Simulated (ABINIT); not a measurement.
NbSi:

```
Nb Si
1.0
     0.00000    2.57383    2.57383
     2.57383    0.00000    2.57383
     2.57383    2.57383    0.00000
Nb Si
1 1
Direct
  0.00000 0.00000 0.00000
  0.50000 0.50000 0.50000
```

The cell was built by a generator and needn't be a form met in nature.

* Program: ABINIT 10.8.3 (patched build)
* Task: single point
* Functional: PBE
* Potentials or basis: JTH PAW PBE v2.0
* Cutoff: 435 eV
* k mesh: 9 × 9 × 9
* Occupations: fermi-dirac, width 0.05 eV
* Spin: no spin polarisation

On this cell: pressure -0.3 GPa; largest force zero by symmetry; band gap on the k mesh none (metal or under the smearing width).

The same run follows on a disturbed copy (atoms moved at random, drawn with an rms of 0.05 Å):

```
Nb Si
1.0
     0.00000    2.57383    2.57383
     2.57383    0.00000    2.57383
     2.57383    2.57383    0.00000
Nb Si
1 1
Direct
  0.99955 0.99825 0.99362
  0.50904 0.50053 0.49253
```

Task: What does the disturbed cell give?

Result: The energy (extrapolated to zero smearing) moves by +3.6 meV/atom; pressure -0.3 GPa; largest force 0.388 eV/Å; band gap on the k mesh none (metal or under the smearing width).

Forces in eV/Å, atoms in the order of the input:
```
Nb   0.032  0.225  0.315
Si  -0.032 -0.225 -0.315
```

Stress tensor (GPa, compression positive):
```
-0.36 -0.01 -0.01
-0.01 -0.25 -0.06
-0.01 -0.06 -0.14
```
